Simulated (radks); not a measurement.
# Ta²⁺ in [Xe] 4f14 5d3: an all-electron calculation

Wanted: eigenvalues, radial structure and energy terms of the tantalum ion Ta2+.

The numbers are computed with radks (a radial shooting solver on a logarithmic mesh, Libxc functionals) version 1 (Dirac Kohn-Sham, PW91, spin-unpolarised, spherical densities, finite nucleus; open shells fill j = l - 1/2 first), except any that are marked as measured or tabulated.

## Step 1: The atom as given

- element: tantalum (Z = 73)
- charge: +2
- electrons: 71
- configuration: [Xe] 4f14 5d3
- nuclear rms radius: 5.3507 fm

## Step 2: The run

Input:

```text
Z 73
configuration [Xe] 4f14 5d3
relativity Dirac
functional pw91,pw91
spin unpolarised
j_filling energy
nucleus finite rms 5.3507 fm
c 137.035999084
```

**Question.** What will this run give?

As calculated:

| quantity | value |
| --- | --- |
| total energy | -15624.3873 hartree |
| exchange-correlation share of it | 2.04 % |
| −T/E | 1.1221 |
| highest occupied level | 5d3/2, -18.576 eV |
| most extended occupied level | 5d3/2, <r> = 1.96 bohr |
| radius at density 0.001 e/bohr³ | 3.73 bohr |
| maxima of the radial density | 4 |
| ionisation energy, NIST | 23 (theory) eV |

What this shows: 5 principal shells are occupied and 4 maxima appear in the radial density; where shells overlap, one shows as a shoulder or not at all. −T/E is 1.122: with relativity the kinetic term as defined here no longer equals −E. The top level binds by 18.576 eV, 80 % of the NIST ionisation energy of 23 eV; the potential of a semilocal functional falls off too fast, so its top eigenvalue is too shallow. Spin polarisation and multiplet splitting are left out.
